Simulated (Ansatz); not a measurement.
I need a ladder of basis sets of ClFZn, SMILES [F][Zn][Cl]. Use Ansatz 0.2.0, Python API. Settings (for the species named): PBE0, STO-3G basis, multiplicity 1, D3BJ dispersion. The script varies basis: STO-3G, 6-31G, 6-31G*, def2-SVP, def2-SVPD, def2-TZVP, def2-TZVPP.

```yaml
atoms:
  - { symbol: F, position_ang: [-1.4729, 0.7360, -0.7346] }
  - { symbol: Zn, position_ang: [-0.1969, 0.1468, -0.0889] }
  - { symbol: Cl, position_ang: [1.6589, -0.9476, 0.8102] }
```

The script, `basis_clfzn.py`:
```python
# -*- coding: utf-8 -*-
'''Basis-set convergence for ClFZn.'''

import ansatz as az
from ase import Atoms

XC = 'pbe0'
DISPERSION = 'd3bj'

atoms = Atoms(['F', 'Zn', 'Cl'], positions=[
    (-1.4729, 0.736, -0.7346),
    (-0.1969, 0.1468, -0.0889),
    (1.6589, -0.9476, 0.8102),
])
system = az.Crystal.molecule_from_ase(atoms)

calc = system.calculation().functional(XC, dispersion=DISPERSION)

energies = {}
for basis in ['STO-3G', '6-31G', '6-31G*', 'def2-SVP', 'def2-SVPD', 'def2-TZVP', 'def2-TZVPP']:
    data = calc.basis(gaussian=basis).run(threads=1, pin='off').report
    size = data['n_frozen'] + data['n_occupied'][0] + data['n_virtual'][0]
    energies[basis] = (data['reference_energy_ev'] / 27.211386246, data['free_energy_ev'] / 27.211386246)
    print(f'{basis:14s} {size:4d} orbitals  reference {energies[basis][0]:14.6f} Ha  total {energies[basis][1]:14.6f} Ha')

last = energies['def2-TZVPP'][1]
for basis, (_, total) in energies.items():
    print(f'{basis:14s} lies {27.211386 * (total - last):9.4f} eV above def2-TZVPP')
```

```console
$ python basis_clfzn.py
STO-3G           32 orbitals  reference   -2311.857467 Ha  total   -2311.858847 Ha
6-31G            51 orbitals  reference   -2338.617192 Ha  total   -2338.618572 Ha
6-31G*           70 orbitals  reference   -2338.648054 Ha  total   -2338.649434 Ha
def2-SVP         63 orbitals  reference   -2338.499540 Ha  total   -2338.500920 Ha
def2-SVPD        84 orbitals  reference   -2338.536347 Ha  total   -2338.537727 Ha
def2-TZVP       116 orbitals  reference   -2339.047329 Ha  total   -2339.048709 Ha
def2-TZVPP      137 orbitals  reference   -2339.048319 Ha  total   -2339.049699 Ha
STO-3G         lies  739.9008 eV above def2-TZVPP
6-31G          lies   11.7316 eV above def2-TZVPP
6-31G*         lies   10.8918 eV above def2-TZVPP
def2-SVP       lies   14.9331 eV above def2-TZVPP
def2-SVPD      lies   13.9315 eV above def2-TZVPP
def2-TZVP      lies    0.0269 eV above def2-TZVPP
def2-TZVPP     lies    0.0000 eV above def2-TZVPP
```

Against STO-3G: 6-31G -26759.7 mHa, 6-31G* -26790.6 mHa, def2-SVP -26642.1 mHa, def2-SVPD -26678.9 mHa, def2-TZVP -27189.9 mHa and def2-TZVPP -27190.9 mHa. The last step alone is -0.99 mHa (these two sets differ little on atoms other than hydrogen). From the first set to the last the time grows from 0.7 to 2.4 s.

The drop along the ladder measures the basis error, and is no property of the molecule. The geometry is a force-field or estimated start, not a minimum of this method, and the last set is no limit. Much of the fall in a total is atomic energy, which cancels in bond and reaction energies. Total less reference energy is the dispersion correction. Totals across families of basis sets mostly measure their core functions. It ran for 11 s on 1 thread of Intel(R) Xeon(R) Processor @ 2.30GHz, with other jobs on the host, peak memory 0.39 GiB.
